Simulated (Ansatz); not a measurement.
Born–Oppenheimer molecular dynamics of a periodic cell of 27 atoms, Mn₄Cr₄F₁₉ (host MnCrF5, host structure C2/c, one F atom removed). It starts from an unrelaxed structure (largest force component 0.93 eV/Å).

These are results of DFT LDA, scalar-relativistic, plane waves, PAW (Ansatz), not measurements. Settings: accuracy low, cutoff 420 eV, k mesh 2x2x2, fermi-dirac smearing 0.05 eV, spin collinear.

```
ensemble                      : NVE (velocity Verlet)
time step                     : 3 fs
steps asked                   : 140
starting velocities drawn for : 1800 K
seed                          : 541091
```

Frames 6 fs apart, positions in Å, forces in eV/Å.

Velocities at 0.0 fs (Å/ps):

```
Mn 4.30 8.91 -3.90
Mn -9.09 -4.30 5.62
Cr 0.15 -7.04 -8.47
Cr 4.24 2.68 7.95
F 1.03 -16.47 -0.25
F 15.80 -4.34 10.11
F -5.30 5.13 6.21
F -2.02 -6.32 -15.81
F 0.15 -8.09 -3.00
F -17.81 -6.46 7.59
F 11.41 -11.41 0.89
F -3.65 -7.04 6.35
F -20.95 -5.15 12.36
F -9.34 -5.81 15.41
Mn -1.59 0.17 4.58
Mn 0.53 3.37 -1.04
Cr 3.02 -1.10 -1.78
Cr 6.61 3.11 0.08
F -6.98 4.42 -7.10
F 13.04 1.48 -2.38
F -7.33 19.67 -13.88
F 6.66 -0.32 -8.82
F -4.17 8.15 -5.12
F 10.60 6.90 0.26
F -9.17 9.65 -3.73
F 0.30 -8.21 -5.90
F 6.27 7.06 -2.30
```

```xyz
27
Lattice="-8.7577 0.0000 0.0000 0.0000 -6.4168 0.0000 -3.2364 0.0000 6.7975" Properties=species:S:1:pos:R:3:forces:R:3 time_fs=0.0 energy_less_start_eV=0.000 T=1800
Mn -0.809 -2.995 1.699 0.00 -0.28 0.00
Mn -2.427 -3.422 5.098 0.00 0.26 0.00
Cr -4.379 -3.208 0.000 -0.15 -0.16 0.31
Cr -5.997 -3.208 3.399 0.15 -0.16 -0.31
F -0.809 -0.511 1.699 0.00 -0.11 0.00
F -2.427 -5.905 5.098 0.00 0.10 0.00
F -11.750 -1.909 6.570 -0.09 0.13 0.02
F -1.862 -1.909 3.626 0.09 0.13 -0.02
F -0.244 -4.508 0.227 0.07 -0.13 -0.03
F -10.132 -4.508 3.172 -0.07 -0.13 0.03
F -9.315 -3.420 5.958 -0.27 0.12 -0.33
F -4.298 -3.420 4.238 0.27 0.12 0.33
F -2.679 -2.997 0.840 0.42 -0.01 -0.04
F -7.697 -2.997 2.559 -0.42 -0.01 0.04
Mn -5.188 -6.203 1.699 0.00 -0.10 0.00
Mn -6.806 -0.214 5.098 0.00 0.93 0.00
Cr 0.000 0.000 0.000 0.12 0.02 0.06
Cr -1.618 0.000 3.399 -0.12 0.02 -0.06
F -5.188 -3.720 1.699 0.00 -0.39 0.00
F -7.371 -5.117 6.570 0.02 -0.09 -0.16
F -6.241 -5.117 3.626 -0.02 -0.09 0.16
F -4.623 -1.299 0.227 0.20 0.00 -0.31
F -5.753 -1.299 3.172 -0.20 0.00 0.31
F -4.936 -0.212 5.958 -0.41 0.02 -0.19
F -8.676 -0.212 4.238 0.41 0.02 0.19
F -7.058 -6.205 0.840 0.20 -0.11 0.09
F -3.318 -6.205 2.559 -0.20 -0.11 -0.09
27
Lattice="-8.7577 0.0000 0.0000 0.0000 -6.4168 0.0000 -3.2364 0.0000 6.7975" Properties=species:S:1:pos:R:3:forces:R:3 time_fs=6.0 energy_less_start_eV=0.592 T=1626
Mn -0.784 -2.942 1.676 -0.40 -0.18 0.30
Mn -2.481 -3.447 5.132 0.48 0.18 -0.19
Cr -4.378 -3.251 -0.049 0.21 0.51 1.07
Cr -5.972 -3.192 3.445 -0.70 0.75 -1.07
F -0.803 -0.610 1.698 0.07 0.37 -0.06
F -2.333 -5.930 5.158 -0.14 0.16 -0.33
F -11.783 -1.879 6.607 0.09 -0.72 -0.22
F -1.873 -1.945 3.531 0.21 0.27 0.32
F -0.242 -4.556 0.209 0.08 0.54 0.04
F -10.239 -4.546 3.217 0.33 0.51 -0.04
F -9.251 -3.487 5.959 -1.27 0.11 -0.86
F -4.316 -3.461 4.280 0.53 0.18 0.43
F -2.799 -3.028 0.913 1.22 0.04 0.00
F -7.756 -3.031 2.652 -0.06 0.15 0.01
Mn -5.197 -6.202 1.727 0.20 -0.06 -0.14
Mn -6.803 -0.191 5.092 -0.03 0.80 0.19
Cr 0.018 -0.007 -0.010 0.13 -0.07 0.48
Cr -1.580 0.018 3.399 -1.51 -0.81 -0.57
F -5.230 -3.697 1.657 0.05 -0.35 -0.04
F -7.293 -5.110 6.554 -0.04 -0.45 -0.34
F -6.285 -5.003 3.545 -0.03 -1.37 0.54
F -4.581 -1.301 0.171 0.13 -0.05 -0.47
F -5.780 -1.250 3.144 -0.14 -0.03 0.55
F -4.878 -0.170 5.957 -0.97 -0.07 -0.53
F -8.725 -0.154 4.219 1.53 -0.15 0.63
F -7.054 -6.255 0.806 0.51 -0.01 0.40
F -3.283 -6.164 2.545 -0.48 -0.26 -0.09
27
Lattice="-8.7577 0.0000 0.0000 0.0000 -6.4168 0.0000 -3.2364 0.0000 6.7975" Properties=species:S:1:pos:R:3:forces:R:3 time_fs=12.0 energy_less_start_eV=1.706 T=1298
Mn -0.761 -2.891 1.655 -0.62 -0.18 0.62
Mn -2.533 -3.471 5.164 0.90 0.04 -0.31
Cr -4.376 -3.290 -0.091 0.64 1.08 1.75
Cr -5.951 -3.171 3.484 -1.22 1.52 -1.56
F -0.795 -0.702 1.695 0.11 0.98 -0.09
F -2.241 -5.952 5.212 -0.31 0.15 -0.59
F -11.813 -1.862 6.640 0.27 -1.43 -0.49
F -1.880 -1.977 3.443 0.27 0.39 0.63
F -0.239 -4.595 0.192 0.11 1.10 0.12
F -10.339 -4.576 3.262 0.63 1.13 -0.01
F -9.210 -3.553 5.945 -1.94 0.06 -1.24
F -4.326 -3.499 4.329 0.53 0.20 0.40
F -2.897 -3.058 0.987 1.58 0.08 -0.10
F -7.816 -3.063 2.745 0.19 0.37 -0.09
Mn -5.205 -6.202 1.753 0.36 0.07 -0.29
Mn -6.800 -0.163 5.087 -0.06 0.59 0.33
Cr 0.038 -0.014 -0.017 0.11 -0.12 0.65
Cr -1.552 0.031 3.395 -2.63 -1.50 -0.94
F -5.271 -3.680 1.613 0.07 -0.30 -0.05
F -7.215 -5.111 6.532 -0.10 -0.64 -0.42
F -6.330 -4.913 3.474 -0.02 -2.48 0.76
F -4.537 -1.304 0.106 0.07 -0.11 -0.61
F -5.809 -1.202 3.127 -0.09 -0.13 0.77
F -4.836 -0.130 5.946 -1.26 -0.15 -0.73
F -8.746 -0.099 4.210 2.43 -0.29 0.95
F -7.040 -6.305 0.779 0.73 0.04 0.68
F -3.256 -6.128 2.528 -0.76 -0.48 -0.14
27
Lattice="-8.7577 0.0000 0.0000 0.0000 -6.4168 0.0000 -3.2364 0.0000 6.7975" Properties=species:S:1:pos:R:3:forces:R:3 time_fs=18.0 energy_less_start_eV=2.532 T=1053
Mn -0.742 -2.841 1.638 -0.70 -0.52 0.93
Mn -2.578 -3.495 5.195 1.42 -0.13 -0.29
Cr -4.370 -3.321 -0.122 0.48 1.27 2.06
Cr -5.939 -3.140 3.512 -1.48 1.21 -1.71
F -0.786 -0.776 1.690 0.13 1.72 -0.12
F -2.155 -5.972 5.255 -0.57 0.03 -0.71
F -11.839 -1.870 6.664 0.39 -1.61 -0.72
F -1.883 -2.001 3.366 0.27 0.57 0.86
F -0.235 -4.613 0.176 0.17 1.26 0.19
F -10.428 -4.585 3.307 0.81 1.23 0.09
F -9.204 -3.617 5.908 -1.72 0.12 -1.15
F -4.326 -3.533 4.385 0.07 0.27 0.13
F -2.967 -3.087 1.059 1.54 0.09 -0.39
F -7.873 -3.088 2.836 0.34 0.62 -0.23
Mn -5.211 -6.201 1.778 0.41 0.29 -0.38
Mn -6.797 -0.131 5.084 -0.11 0.36 0.27
Cr 0.058 -0.021 -0.020 0.02 -0.16 0.49
Cr -1.541 0.034 3.385 -2.47 -1.64 -0.65
F -5.310 -3.669 1.569 0.10 -0.24 -0.09
F -7.140 -5.123 6.502 -0.22 -0.43 -0.32
F -6.374 -4.868 3.417 0.24 -2.52 0.85
F -4.492 -1.309 0.030 0.04 -0.25 -0.66
F -5.840 -1.156 3.124 -0.04 -0.32 0.92
F -4.818 -0.093 5.923 -1.03 -0.23 -0.65
F -8.725 -0.049 4.219 2.11 -0.32 0.65
F -7.013 -6.355 0.765 0.70 0.06 0.83
F -3.244 -6.100 2.509 -0.90 -0.71 -0.18
27
Lattice="-8.7577 0.0000 0.0000 0.0000 -6.4168 0.0000 -3.2364 0.0000 6.7975" Properties=species:S:1:pos:R:3:forces:R:3 time_fs=24.0 energy_less_start_eV=2.948 T=927
Mn -0.727 -2.794 1.626 -0.71 -1.14 1.19
Mn -2.614 -3.519 5.223 2.04 -0.30 -0.22
Cr -4.361 -3.345 -0.139 -0.20 1.10 1.97
Cr -5.936 -3.102 3.530 -1.66 0.06 -1.67
F -0.774 -0.818 1.684 0.15 2.42 -0.18
F -2.079 -5.990 5.285 -0.86 -0.18 -0.70
F -11.857 -1.907 6.675 0.43 -1.18 -0.81
F -1.880 -2.014 3.305 0.23 0.81 0.97
F -0.227 -4.610 0.165 0.25 0.95 0.25
F -10.503 -4.572 3.353 0.88 0.74 0.15
F -9.228 -3.679 5.851 -0.87 0.33 -0.66
F -4.325 -3.562 4.443 -0.66 0.40 -0.29
F -3.009 -3.114 1.124 1.29 0.09 -0.75
F -7.923 -3.102 2.923 0.46 0.81 -0.39
Mn -5.215 -6.198 1.800 0.34 0.51 -0.36
Mn -6.795 -0.097 5.083 -0.09 0.05 -0.04
Cr 0.078 -0.030 -0.020 -0.09 -0.16 0.14
Cr -1.546 0.026 3.371 -1.48 -1.12 0.08
F -5.348 -3.662 1.523 0.15 -0.19 -0.15
F -7.068 -5.143 6.467 -0.42 0.17 0.03
F -6.414 -4.868 3.375 0.70 -1.65 0.87
F -4.445 -1.319 -0.057 0.04 -0.46 -0.58
F -5.872 -1.117 3.137 0.04 -0.56 0.97
F -4.817 -0.060 5.888 -0.43 -0.33 -0.37
F -8.665 -0.005 4.239 0.90 -0.33 -0.07
F -6.974 -6.403 0.765 0.41 0.05 0.80
F -3.247 -6.086 2.487 -0.86 -0.88 -0.17
27
Lattice="-8.7577 0.0000 0.0000 0.0000 -6.4168 0.0000 -3.2364 0.0000 6.7975" Properties=species:S:1:pos:R:3:forces:R:3 time_fs=30.0 energy_less_start_eV=3.254 T=837
Mn -0.717 -2.754 1.622 -0.69 -1.66 1.37
Mn -2.638 -3.546 5.250 2.46 -0.45 -0.28
Cr -4.353 -3.361 -0.143 -0.75 0.83 1.63
Cr -5.944 -3.062 3.536 -1.73 -1.00 -1.50
F -0.759 -0.817 1.674 0.18 2.71 -0.29
F -2.019 -6.013 5.303 -1.09 -0.40 -0.62
F -11.868 -1.966 6.671 0.40 -0.42 -0.72
F -1.873 -2.013 3.261 0.20 1.01 0.96
F -0.214 -4.589 0.158 0.31 0.37 0.33
F -10.561 -4.546 3.402 0.83 0.05 0.12
F -9.268 -3.735 5.782 -0.09 0.57 -0.08
F -4.336 -3.583 4.496 -1.18 0.55 -0.62
F -3.027 -3.140 1.174 0.98 0.10 -1.06
F -7.966 -3.101 3.003 0.59 0.88 -0.54
Mn -5.216 -6.192 1.820 0.19 0.65 -0.20
Mn -6.794 -0.062 5.081 0.11 -0.35 -0.50
Cr 0.098 -0.040 -0.018 -0.14 -0.10 -0.18
Cr -1.561 0.011 3.357 -0.68 -0.33 0.67
F -5.383 -3.658 1.474 0.19 -0.15 -0.14
F -7.004 -5.159 6.433 -0.64 0.86 0.52
F -6.442 -4.897 3.348 1.08 -0.72 0.80
F -4.399 -1.337 -0.155 0.04 -0.65 -0.43
F -5.903 -1.087 3.168 0.14 -0.71 0.90
F -4.825 -0.032 5.846 0.17 -0.41 -0.05
F -8.589 0.033 4.257 -0.21 -0.39 -0.62
F -6.928 -6.451 0.780 0.03 0.05 0.62
F -3.266 -6.087 2.462 -0.69 -0.90 -0.11
27
Lattice="-8.7577 0.0000 0.0000 0.0000 -6.4168 0.0000 -3.2364 0.0000 6.7975" Properties=species:S:1:pos:R:3:forces:R:3 time_fs=36.0 energy_less_start_eV=3.400 T=794
Mn -0.711 -2.725 1.627 -0.66 -1.70 1.39
Mn -2.646 -3.575 5.276 2.37 -0.55 -0.57
Cr -4.350 -3.372 -0.136 -0.88 0.68 1.16
Cr -5.964 -3.030 3.532 -1.67 -1.63 -1.19
F -0.741 -0.767 1.659 0.17 2.30 -0.36
F -1.979 -6.042 5.310 -1.19 -0.57 -0.51
F -11.872 -2.032 6.655 0.33 0.34 -0.47
F -1.863 -1.994 3.234 0.20 1.07 0.85
F -0.196 -4.561 0.157 0.33 -0.22 0.41
F -10.605 -4.520 3.454 0.66 -0.44 0.01
F -9.311 -3.780 5.711 0.36 0.75 0.39
F -4.368 -3.595 4.538 -1.15 0.67 -0.70
F -3.027 -3.163 1.206 0.70 0.14 -1.22
F -7.997 -3.084 3.072 0.73 0.84 -0.67
Mn -5.216 -6.182 1.839 -0.01 0.69 0.05
Mn -6.792 -0.030 5.077 0.47 -0.66 -0.87
Cr 0.117 -0.051 -0.018 -0.14 -0.01 -0.38
Cr -1.580 -0.007 3.348 -0.28 0.36 0.95
F -5.414 -3.658 1.423 0.17 -0.14 -0.01
F -6.952 -5.160 6.408 -0.79 1.25 0.91
F -6.450 -4.941 3.337 1.22 -0.06 0.66
F -4.351 -1.367 -0.262 0.03 -0.74 -0.26
F -5.931 -1.070 3.216 0.22 -0.73 0.77
F -4.830 -0.013 5.803 0.52 -0.47 0.17
F -8.517 0.064 4.265 -0.93 -0.44 -0.85
F -6.880 -6.497 0.806 -0.29 0.06 0.37
F -3.298 -6.105 2.434 -0.47 -0.79 -0.01
27
Lattice="-8.7577 0.0000 0.0000 0.0000 -6.4168 0.0000 -3.2364 0.0000 6.7975" Properties=species:S:1:pos:R:3:forces:R:3 time_fs=42.0 energy_less_start_eV=3.293 T=825
Mn -0.709 -2.706 1.640 -0.60 -1.35 1.23
Mn -2.639 -3.607 5.298 1.83 -0.57 -0.97
Cr -4.353 -3.378 -0.121 -0.68 0.65 0.57
Cr -5.995 -3.008 3.521 -1.46 -1.93 -0.79
F -0.720 -0.675 1.637 0.06 1.42 -0.23
F -1.960 -6.082 5.307 -1.13 -0.65 -0.43
F -11.870 -2.092 6.630 0.22 0.91 -0.12
F -1.849 -1.955 3.223 0.20 0.87 0.66
F -0.172 -4.538 0.163 0.30 -0.66 0.48
F -10.637 -4.500 3.505 0.44 -0.66 -0.17
F -9.347 -3.812 5.647 0.59 0.84 0.75
F -4.421 -3.595 4.568 -0.70 0.72 -0.60
F -3.015 -3.185 1.216 0.50 0.21 -1.20
F -8.015 -3.052 3.130 0.79 0.72 -0.80
Mn -5.216 -6.168 1.858 -0.26 0.64 0.28
Mn -6.786 -0.002 5.066 0.84 -0.73 -0.93
Cr 0.134 -0.061 -0.021 -0.15 0.07 -0.50
Cr -1.602 -0.022 3.345 -0.05 0.93 0.98
F -5.443 -3.659 1.372 0.06 -0.15 0.26
F -6.913 -5.138 6.399 -0.82 1.10 0.95
F -6.436 -4.985 3.337 1.17 0.38 0.46
F -4.303 -1.410 -0.372 0.01 -0.68 -0.10
F -5.956 -1.066 3.277 0.27 -0.64 0.58
F -4.825 -0.002 5.763 0.63 -0.47 0.30
F -8.461 0.086 4.258 -1.37 -0.44 -0.89
F -6.838 -6.543 0.839 -0.51 0.09 0.11
F -3.338 -6.137 2.407 -0.17 -0.62 0.12
```

Of the whole run (420 fs, mean temperature of the second half 1035 K): The conserved energy stayed within 0.88 meV per atom of its start (net change 0.45 meV per atom), so the integration is sound. Over the second half the temperature averaged 0.57 of the 1800 K drawn at the start: a run that starts near a minimum puts about half its kinetic energy into the potential. A run of 0.42 ps of so small a system gives no equilibrium averages. No Hubbard correction was used and the magnetic state wasn't searched. Limits of this set-up: coarse k mesh, low accuracy level.

The run took 25 min on 4 threads of AMD EPYC 9R14 (Zen 4) (shared host), peak memory 1.8 GiB.
